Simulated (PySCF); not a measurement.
# F2GaH: the cost of one run

Computed with PySCF 2.14.0; each step states its level. No surroundings beyond the atoms listed, unless a continuum is named. Atoms count from 0, parts from 1.

## 1. The system as given

4 atoms, charge 0, multiplicity 1; geometry: GFN2-xTB. Parts: 1 = atom 0, `[Ga+]`, charge 1; 2 = atoms 1–3, `F[H-]F`, charge -1.

## 2. Relaxing the molecule at PBE0-D3(BJ)/def2-TZVPD

The job: settings as JSON, then the geometry in Å.

```
{"job": {"xc": "PBE0", "basis": "def2-TZVPD", "d3": "d3bj", "grid": 3, "kind": "geom", "shake": 0.01}, "charge": 0, "multiplicity": 1, "parts": [{"atoms": "0-0", "charge": 1, "multiplicity": 1}, {"atoms": "1-3", "charge": -1, "multiplicity": 1}]}
Ga     0.262107    -0.017991     0.245018
F      1.272283     0.280125     1.846280
H      2.358456    -0.484846     1.051355
F      2.573011    -0.908820     0.197428
```

The run is started by

```sh
$ OMP_NUM_THREADS=1 python cluster_run.py task.json out
```

The driver reads the jobs from task.json and runs them one after another.

**Question.** How long does this job take on 1 thread of Arm Neoverse N1, shared host, and how much memory does it need?

About 90 s, with a peak of 0.56 GiB.
